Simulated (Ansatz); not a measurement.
Born–Oppenheimer molecular dynamics of a periodic cell of 36 atoms, Be (start crystal Be, start structure hcp, volume 1.15 times the crystal's). It goes on from the last frame of an earlier run, with new velocities.

These are results of Ansatz, DFT r2SCAN, scalar-relativistic, plane waves, PAW, not measurements. Settings: accuracy low, cutoff 500 eV, k mesh 2x2x2, fermi-dirac smearing 0.3 eV, no spin polarisation.

| Item | Value |
| --- | --- |
| ensemble | NVT, Langevin thermostat |
| time step | 1.12 fs |
| steps asked | 140 |
| set temperature | 2800 K |
| friction | 0.02 /fs |
| temperature schedule | 105 steps to 300 K, then 35 steps to 300 K |
| seed | 568759 |

First frame:

```xyz
36
Lattice="7.1976 0.0000 0.0000 -3.5988 6.2333 0.0000 0.0000 0.0000 7.5191" Properties=species:S:1:pos:R:3
Be -0.065 -0.230 -0.220
Be -0.488 1.466 2.486
Be 0.465 -0.054 3.647
Be -0.501 1.127 5.117
Be -2.409 2.300 0.100
Be -1.365 4.311 2.126
Be -1.253 2.686 3.629
Be -1.617 3.357 5.971
Be -2.274 4.852 0.270
Be -2.608 6.250 1.919
Be -2.747 4.082 3.744
Be -2.327 5.349 5.422
Be 1.946 0.003 0.267
Be 2.739 1.841 1.857
Be 2.818 0.153 3.629
Be 2.443 1.062 5.586
Be 0.923 1.885 0.647
Be 0.557 3.219 2.138
Be 1.354 2.084 3.644
Be 0.391 3.677 6.170
Be -0.210 4.571 0.578
Be 0.328 5.282 2.454
Be -0.062 4.528 4.110
Be -0.156 5.460 6.066
Be 5.199 0.134 0.772
Be 4.600 1.583 1.935
Be 4.941 0.737 4.013
Be 4.550 1.590 5.723
Be 3.342 1.122 -0.338
Be 3.661 3.631 1.542
Be 3.448 2.249 3.688
Be 3.602 3.826 5.676
Be 2.396 4.351 -0.041
Be 2.563 5.399 1.905
Be 2.253 4.376 3.435
Be 1.735 5.791 5.454
```

What does the run give?

All steps were run.

```
steps done                                               : 140
time covered                                             : 156.8 fs
mean temperature over the second half                    : 1182 K
spread of the potential energy over the second half      : 43.2 meV per atom
mean potential energy of the second half above the start : -182.2 meV per atom
```

The schedule's set-point averaged 511 K over the second half and the system 1182 K, so it lags behind the ramp. A run of 0.16 ps of so small a system gives no equilibrium averages. Limits of this set-up: coarse k mesh, low accuracy level.

What happens to the structure?

Mean squared displacements from the first frame to the last, about the centre of mass: Be 0.69 Å². This is one draw of velocities; another would differ in detail.

How do temperature and energy run in time?


```
time (fs)  T (K)  potential energy less start (eV)
      0.0   2722                             0.000
      4.5   2908                            -0.352
      9.0   3044                            -0.698
     13.4   3047                            -1.774
     17.9   2915                            -1.678
     22.4   2707                            -0.971
     26.9   2590                            -0.977
     31.4   2537                            -1.054
     35.8   2469                            -1.039
     40.3   2400                            -1.215
     44.8   2259                            -1.201
     49.3   2190                            -1.139
     53.8   1979                            -1.772
     58.2   1949                            -2.435
     62.7   1790                            -2.383
     67.2   1671                            -2.102
     71.7   1450                            -1.959
     76.2   1748                            -3.127
     80.6   1711                            -4.404
     85.1   1532                            -4.503
     89.6   1371                            -4.019
     94.1   1316                            -3.892
     98.6   1395                            -4.870
    103.0   1612                            -6.479
    107.5   1513                            -7.324
    112.0   1227                            -7.012
    116.5   1039                            -6.553
    121.0    976                            -6.777
    125.4   1030                            -7.497
    129.9   1055                            -7.811
    134.4    923                            -7.639
    138.9    840                            -7.385
    143.4    753                            -7.478
    147.8    801                            -8.019
    152.3    914                            -8.668
    156.8    887                            -9.072
```

Run time: 14 min on 2 CPU threads of a shared host.
